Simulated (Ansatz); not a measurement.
# C2H4BClS: the cost of one run

Program: Ansatz 0.2.0. Level of theory: UKS PBE0-D4/6-31G*. These are calculated values, not measurements.

## Step 1: Starting point

Bond lengths: B1–S2 1.872 Å, S2–C3 1.789 Å, C3–C4 1.260 Å, C3–Cl5 1.783 Å, B1–H6 1.245 Å, B1–H7 1.139 Å, C4–H8 1.111 Å, C4–H9 1.137 Å. Angles: B1–S2–C3 91.8°, S2–B1–H6 116.4°, S2–B1–H7 122.6°, H6–B1–H7 120.9°, S2–C3–C4 121.9°, S2–C3–Cl5 117.9°, C4–C3–Cl5 119.9°, C3–C4–H8 120.5°, C3–C4–H9 124.6°, H8–C4–H9 114.6°.

Structure file:

```xyz
9

B     0.0123   -0.0963   -1.8565
S     0.9871    0.9891   -0.6827
C     0.5155   -0.0111    0.7239
C    -0.4313    0.3188    1.4873
Cl    1.5398   -1.4115    1.1340
H    -1.1705    0.2329   -2.0610
H     0.4761   -0.9823   -2.4014
H    -1.0769    1.1894    1.2411
H    -0.7637   -0.2753    2.3982
```

## Step 2: End point A

File input.yaml:

```yaml
crystal:
  periodic: [false, false, false]
  atoms:
    - { symbol: B, position_ang: [0.0123, -0.0963, -1.8565] }
    - { symbol: S, position_ang: [0.9871, 0.9891, -0.6827] }
    - { symbol: C, position_ang: [0.5155, -0.0111, 0.7239] }
    - { symbol: C, position_ang: [-0.4313, 0.3188, 1.4873] }
    - { symbol: Cl, position_ang: [1.5398, -1.4115, 1.134] }
    - { symbol: H, position_ang: [-1.1705, 0.2329, -2.061] }
    - { symbol: H, position_ang: [0.4761, -0.9823, -2.4014] }
    - { symbol: H, position_ang: [-1.0769, 1.1894, 1.2411] }
    - { symbol: H, position_ang: [-0.7637, -0.2753, 2.3982] }
magnetization:
  spin_polarized: true
basis:
  gaussian: { orbitals: "6-31G*" }
hamiltonian:
  xc: pbe0
  dispersion: d4
relax:
  f_tol: 0.02
  max_steps: 50
output:
  orbitals: {}
```

On the command line:

```sh
$ ansatz run input.yaml --threads 2 --pin off --max-ram 3072MiB --backend cpu --events-out ev --progress --plain --runs-dir out
```

Q: Estimate wall time and peak memory on 2 threads of Intel Xeon 6975P-C (Granite Rapids), shared host.

About 70 s, with a peak of 0.28 GiB.
